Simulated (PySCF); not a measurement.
# C3H7FSi: the cost of one run

Computed with PySCF 2.14.0, with density-fitted response routines of our own, on a single molecule in the gas phase. Atoms count from 0, in the outputs and in this text.

## Step 1: The molecule as given

12 atoms, charge 0, multiplicity 1; geometry from: GFN2-xTB.

Bonds of the start (Å): C0–C1 1.50, C1–Si2 1.89, C1–C3 1.32, C3–F4 1.35, C0–H5 1.09, C0–H6 1.09, C0–H7 1.09, Si2–H8 1.46, Si2–H9 1.46, Si2–H10 1.47, C3–H11 1.08.

## Step 2: TDDFT and polarisability: CAM-B3LYP/def2-SVPD

The job: settings as JSON, then the geometry in Å.

```
{"job": {"kind": "uv", "xc": "CAM-B3LYP", "basis": "def2-SVPD", "nstates": 8, "ntriplets": 3}, "charge": 0, "multiplicity": 1}
C     -0.954407    -1.103013     0.304992
C     -0.223076     0.152871    -0.059764
Si     1.659768     0.134254     0.029999
C     -0.865688     1.245786    -0.436467
F     -2.212850     1.319429    -0.523049
H     -0.636185    -1.919263    -0.342446
H     -0.719895    -1.384706     1.330902
H     -2.031209    -0.979222     0.211754
H      2.157765    -0.899819    -0.880346
H      2.178215     1.446514    -0.350157
H      2.056241    -0.196850     1.401074
H     -0.407481     2.183335    -0.712520
```

With the program's defaults for keys left out, this is: TDDFT CAM-B3LYP/def2-SVPD, vertical, gas phase, core orbitals frozen in the response.

Started as:

```sh
$ OMP_NUM_THREADS=1 python probes_run.py task.json out
```

This one command runs all jobs of the session in turn.

**Question.** How long does this first job take on 1 thread of Arm Neoverse N1, shared host, and how much memory does it need?

About 37 s, with a peak of 0.72 GiB.
